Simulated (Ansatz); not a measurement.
# In2O: the cost of one run

Program: Ansatz 0.2.0. Level of theory: DFT LDA, scalar-relativistic, plane waves, PAW. These are calculated values, not measurements.

5 further runs of the same task are left out: 5 set aside as unsound or not needed.

## 1. The starting structure

Symmetry: P-3m1, No. 164, trigonal system. The conventional cell has a = 3.308 Å, b = 3.308 Å, c = 12.330 Å, α = 90.00°, β = 90.00°, γ = 120.00°. Around In (site symmetry 3m) lie 3 O at 2.15 Å. In (site symmetry 3m) has 1 O at 2.32 Å as nearest neighbours. O (site symmetry 3m) is surrounded by 4 In at 2.15 to 2.32 Å.

Structure file:

```xyz
6
Lattice="3.3082 0.0000 0.0000 -1.6541 2.8650 0.0000 0.0000 0.0000 12.3300" Properties=species:S:1:pos:R:3 pbc="T T T"
In    0.0000    0.0000    4.7223
In    0.0000    0.0000    7.6077
In    1.6541    0.9550    1.4069
In    0.0000    1.9100   10.9231
O     1.6541    0.9550    3.7292
O     0.0000    1.9100    8.6007
```

This is a trial structure built by rule; it need not be a known or stable form of this composition.

It is the result of an earlier relaxation at this level (volume 19.48 Å³/atom; gap on the mesh: none (metal)).

The cell was built by a swap of B by In in B2O; it need not be the stable form of this composition.

## 2. Electric field gradients at the nuclei

input.yaml reads:

```yaml
crystal:
  lattice:
    - [3.3082231474, 0.0, 0.0]
    - [-1.6541115737, 2.865005287, 0.0]
    - [0.0, 0.0, 12.3299693048]
  atoms:
    - { symbol: In, position: [0.0, 0.0, 0.3829938136] }
    - { symbol: In, position: [0.0, 0.0, 0.6170061864] }
    - { symbol: In, position: [0.6666666667, 0.3333333333, 0.1141025479] }
    - { symbol: In, position: [0.3333333333, 0.6666666667, 0.8858974521] }
    - { symbol: O, position: [0.6666666667, 0.3333333333, 0.30245341] }
    - { symbol: O, position: [0.3333333333, 0.6666666667, 0.69754659] }
basis:
  ecutwfc: 420
kpoints:
  mp_grid: { grid: [12, 12, 4] }
hamiltonian:
  xc: lda
scf:
  occupations: { method: fermi_dirac, width: 0.15 }
output:
  forces: true
  stress: true
  eigenvalues: true
  efg: {}
checkpoint:
  read: start.run
  write: ck
  compress: false
  write_wavefunctions: false
  write_every: 100000
```

On the command line:

```bash
ansatz run input.yaml --threads 2 --pin off --max-ram 7168MiB --backend cpu --events-out ev --progress --plain --runs-dir out
```

Q: Estimate wall time and peak memory on 2 threads of Arm Neoverse V2, shared host.

About 7.4 s, with a peak of 0.52 GiB.
